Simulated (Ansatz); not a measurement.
**CH6ClNSi: up Jacob's ladder to CCSD(T)**

An exercise on one series of results from a longer session: the logs are not shown, and one member is left open.

Method: functionals in def2-TZVPP, the program's frozen cores in correlated methods; program: Ansatz 0.2.0, Gaussian basis.

The runs, in order: LDA (SPW92), PBE-D4, revPBE-D4, BLYP-D4, r2SCAN-D4, B97M-V, PBE0-D4, B3LYP-D4, r2SCANh-D4, r2SCAN0-D4, HSE06-D4, BHLYP-D4, CAM-B3LYP-D4, LC-ωPBE, ωB97X-V, ωB97M-V, B2PLYP, PBE-QIDH; CCSD(T)/def2-SVP; CCSD(T)/def2-TZVPP; MP2/def2-QZVPP; extrapolation to the limit; RPA on PBE.

### The relaxed structure

The geometry comes from an earlier relaxation with PBE0-D4 in a triple-zeta def2 set; it is a stationary point, not always the lowest conformer.

10 atoms, charge 0, spin multiplicity 1.

Atoms are counted from 1 here; the program's logs count them from 0.

Bond lengths: C1–N2 1.450 Å, C1–H5 1.096 Å, C1–H6 1.093 Å, C1–H7 1.093 Å, N2–Si3 1.697 Å, N2–H8 1.008 Å, Si3–Cl4 2.075 Å, Si3–H9 1.479 Å, Si3–H10 1.479 Å. Angles: N2–C1–H5 113.1°, N2–C1–H6 110.8°, N2–C1–H7 109.4°, H5–C1–H6 108.4°, H5–C1–H7 107.6°, H6–C1–H7 107.3°, C1–N2–Si3 123.8°, C1–N2–H8 113.6°, Si3–N2–H8 117.7°, N2–Si3–Cl4 114.8°, N2–Si3–H9 108.1°, N2–Si3–H10 108.8°, Cl4–Si3–H9 106.5°, Cl4–Si3–H10 105.0°, H9–Si3–H10 113.8°.

Set-up of the first run:

The input, in.yaml:

```yaml
crystal:
  periodic: [false, false, false]
  atoms:
    - {symbol: C, position_ang: [-0.242283, 1.264354, 0.564810]}
    - {symbol: N, position_ang: [-0.436713, 0.246443, -0.448769]}
    - {symbol: Si, position_ang: [0.477715, -1.180427, -0.542036]}
    - {symbol: Cl, position_ang: [0.137977, -2.533330, 0.993898]}
    - {symbol: H, position_ang: [-0.833376, 1.088268, 1.470808]}
    - {symbol: H, position_ang: [-0.494090, 2.254012, 0.174534]}
    - {symbol: H, position_ang: [0.810149, 1.288982, 0.857449]}
    - {symbol: H, position_ang: [-1.369311, 0.230367, -0.831388]}
    - {symbol: H, position_ang: [0.120307, -1.873955, -1.798279]}
    - {symbol: H, position_ang: [1.912724, -0.835915, -0.438027]}
basis:
  gaussian: {orbitals: def2-TZVPP}
hamiltonian: {xc: lda}
output: {orbitals: {seedname: orbitals}}
```

Steps of the session up to this table: LDA; PBE-D4 (GGA); revPBE-D4 (GGA); BLYP-D4 (GGA); r2SCAN-D4 (meta-GGA); B97M-V (meta-GGA); PBE0-D4 (hybrid); B3LYP-D4 (hybrid); r2SCANh-D4 (hybrid); r2SCAN0-D4 (hybrid); HSE06-D4 (hybrid); BHLYP-D4 (hybrid); CAM-B3LYP-D4 (range-separated); LC-ωPBE-D4 (range-separated; the results give it without D4); ωB97X-V (range-separated); ωB97M-V (range-separated); B2PLYP (double hybrid); PBE-QIDH (double hybrid).

One table of the session follows, with a row left open; its other results are not shown here.

It belongs to the step «Frontier levels by functional». 

```
  functional  HOMO (eV)  LUMO (eV)  gap (eV)
 LDA (SPW92)          ?          ?         ?
      PBE-D4      -5.97      -0.30      5.67
   revPBE-D4      -5.92      -0.20      5.72
     BLYP-D4      -5.84      -0.21      5.63
   r2SCAN-D4      -6.24       0.19      6.43
      B97M-V      -6.38      -0.13      6.25
     PBE0-D4      -7.34       0.54      7.88
    B3LYP-D4      -7.10       0.29      7.39
  r2SCANh-D4      -6.75       0.47      7.22
  r2SCAN0-D4      -7.53       0.86      8.39
    HSE06-D4      -6.93       0.17      7.11
    BHLYP-D4      -8.63       1.30      9.93
CAM-B3LYP-D4      -8.73       1.44     10.17
     LC-ωPBE     -10.12       2.67     12.79
     ωB97X-V      -9.76       2.49     12.25
     ωB97M-V      -9.66       2.10     11.77
```

Estimate the missing values for LDA (SPW92).

**Answer.** HOMO (eV): -6.10; LUMO (eV): -0.53; gap (eV): 5.57. In the column «HOMO (eV)» it lies between r2SCAN-D4 (-6.24) and PBE-D4 (-5.97).
